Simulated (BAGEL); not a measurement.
# AlBrF2 (SMILES [F][Al]([F])[Br]): HF/STO-3G (density fitting with qzvpp-jkfit)

What is the vertical singlet–triplet gap of AlBrF2 at HF/STO-3G (density fitting with qzvpp-jkfit)? 

Program for the calculation: BAGEL 1.2.2.

3 further runs of the same task are left out: 2 for a known fault of the program, 1 that didn't finish.

## (1) The system as given

The species is AlBrF2 (4 atoms), meant as a singlet with charge 0. As SMILES, `[F][Al]([F])[Br]`. Geometry: relaxed at PBE0-D4/def2-TZVP.

Bond lengths: F1–Al2 1.631 Å, Al2–F3 1.631 Å, Al2–Br4 2.216 Å. Angles: F1–Al2–F3 118.9°, F1–Al2–Br4 120.6°, F3–Al2–Br4 120.6°.

## (2) The energy at HF/STO-3G (density fitting with qzvpp-jkfit)

Contents of job.json:

```json
{ "bagel": [

{
  "title": "molecule",
  "basis": "sto-3g",
  "df_basis": "qzvpp-jkfit",
  "angstrom": "true",
  "geometry": [
    { "atom": "F", "xyz": [       1.105700,       0.605500,       1.150400 ] },
    { "atom": "Al", "xyz": [       0.107900,      -0.091400,       0.063900 ] },
    { "atom": "F", "xyz": [       0.228300,      -1.696800,      -0.200400 ] },
    { "atom": "Br", "xyz": [      -1.386300,       1.122300,      -1.034100 ] }
  ]
},

{ "title": "hf" },

{ "title": "print", "file": "orbitals.molden", "orbitals": "true" }

]}
```

The run is started by

```console
$ BAGEL_NUM_THREADS=1 BAGEL job.json > job.out
```

What it wrote:

```text
* using 1 threads per process

  ===============================================================
  ===============================================================

  *** Geometry ***

  { "atom" : "F", "xyz" : [      2.089470,      1.144229,      2.173941 ] },
  { "atom" : "Al", "xyz" : [      0.203901,     -0.172721,      0.120753 ] },
  { "atom" : "F", "xyz" : [      0.431424,     -3.206487,     -0.378701 ] },
  { "atom" : "Br", "xyz" : [     -2.619727,      2.120840,     -1.954166 ] },

  Number of auxiliary basis functions:      548

  Since a DF basis is specified, we compute 2- and 3-index integrals:
    o Being stored without compression. Storage requirement is 0.006 GB

  Number of basis functions:       37
  Number of electrons      :       66

    * METHOD: MOLECULE                             0.23

  *** RHF ***

  === Nuclear Repulsion ===
   299.1985706325

      * DIIS with orbital gradients will be used.

  === RHF iteration (sto-3g) ===
      0      -2979.80200147          0.01470259           0.05
      1      -2979.91750930          0.00309523           0.04
      2      -2979.92150648          0.00045647           0.04
      3      -2979.92169016          0.00010377           0.04
      4      -2979.92170110          0.00002242           0.04
      5      -2979.92170160          0.00000384           0.04
      6      -2979.92170162          0.00000054           0.04
      7      -2979.92170162          0.00000013           0.04
      8      -2979.92170162          0.00000004           0.04
      9      -2979.92170162          0.00000000           0.04
    * SCF iteration converged.

    * Permanent dipole moment:
           (   -0.394929,     0.320610,    -0.289773) a.u.

    * METHOD: HF                                   0.55

    * METHOD: PRINT                                0.00

  ===============================================================
```

It took 0.91 s on 1 thread of Arm Neoverse V1, shared host; peak memory 0.081 GiB.

## (3) The triplet at the same level

Contents of hf.json:

```json
{ "bagel": [

{
  "title": "molecule",
  "basis": "sto-3g",
  "df_basis": "qzvpp-jkfit",
  "angstrom": "true",
  "geometry": [
    { "atom": "F", "xyz": [       1.105700,       0.605500,       1.150400 ] },
    { "atom": "Al", "xyz": [       0.107900,      -0.091400,       0.063900 ] },
    { "atom": "F", "xyz": [       0.228300,      -1.696800,      -0.200400 ] },
    { "atom": "Br", "xyz": [      -1.386300,       1.122300,      -1.034100 ] }
  ]
},

{ "title": "uhf", "charge": 0, "nopen": 2 },

{ "title": "print", "file": "orbitals.molden", "orbitals": "true" }

]}
```

The run is started by

```console
$ BAGEL_NUM_THREADS=1 BAGEL hf.json > hf.out
```

What it wrote:

```text
* using 1 threads per process

  ===============================================================
  ===============================================================

  *** Geometry ***

  { "atom" : "F", "xyz" : [      2.089470,      1.144229,      2.173941 ] },
  { "atom" : "Al", "xyz" : [      0.203901,     -0.172721,      0.120753 ] },
  { "atom" : "F", "xyz" : [      0.431424,     -3.206487,     -0.378701 ] },
  { "atom" : "Br", "xyz" : [     -2.619727,      2.120840,     -1.954166 ] },

  Number of auxiliary basis functions:      548

  Since a DF basis is specified, we compute 2- and 3-index integrals:
    o Being stored without compression. Storage requirement is 0.006 GB

  Number of basis functions:       37
  Number of electrons      :       66

    * METHOD: MOLECULE                             0.24

  *** Open-shell HF ***

  === Nuclear Repulsion ===
   299.1985706325

      * DIIS with orbital gradients will be used.

  === UHF iteration (sto-3g) ===
      0      -2979.47028839          0.02527514           0.09
      1      -2979.59438490          0.00615238           0.09
      2      -2979.60214161          0.00152044           0.09
      3      -2979.60332372          0.00068724           0.09
      4      -2979.60379223          0.00012250           0.09
      5      -2979.60380284          0.00003003           0.09
      6      -2979.60380371          0.00001265           0.09
      7      -2979.60380393          0.00000417           0.09
      8      -2979.60380395          0.00000149           0.09
      9      -2979.60380396          0.00000084           0.09
     10      -2979.60380396          0.00000069           0.09
     11      -2979.60380396          0.00000054           0.09
     12      -2979.60380396          0.00000038           0.09
     13      -2979.60380396          0.00000020           0.09
     14      -2979.60380396          0.00000004           0.09
     15      -2979.60380396          0.00000001           0.09
     16      -2979.60380396          0.00000000           0.09
    * SCF iteration converged.

    * S^2 (UHF) is 2.0105

    * Permanent dipole moment:
           (    1.120963,    -0.908968,     0.821180) a.u.

    * METHOD: UHF                                  1.68

    * METHOD: PRINT                                0.00

  ===============================================================
```

Wall time 2.1 s (1 thread of Arm Neoverse V1, shared host); peak memory 0.081 GiB.

## (4) Summary of results

At HF/STO-3G (density fitting with qzvpp-jkfit):

| quantity | value |
| --- | --- |
| singlet: total energy | -2979.92170 Eh |
| singlet: dipole moment | 1.49 D |
| singlet: HOMO energy | -8.38 eV |
| singlet: LUMO energy | 8.78 eV |
| singlet: HOMO–LUMO gap | 17.16 eV |
| triplet: total energy | -2979.60380 Eh |
| triplet: dipole moment | 4.22 D |
| triplet: ⟨S²⟩ | 2.010 |
| vertical energy of the triplet above the singlet | 8.650 eV |

At this shape the triplet lies 8.65 eV (199 kcal/mol) above the singlet. In a minimal basis such a difference can be off by several eV, whatever the method.
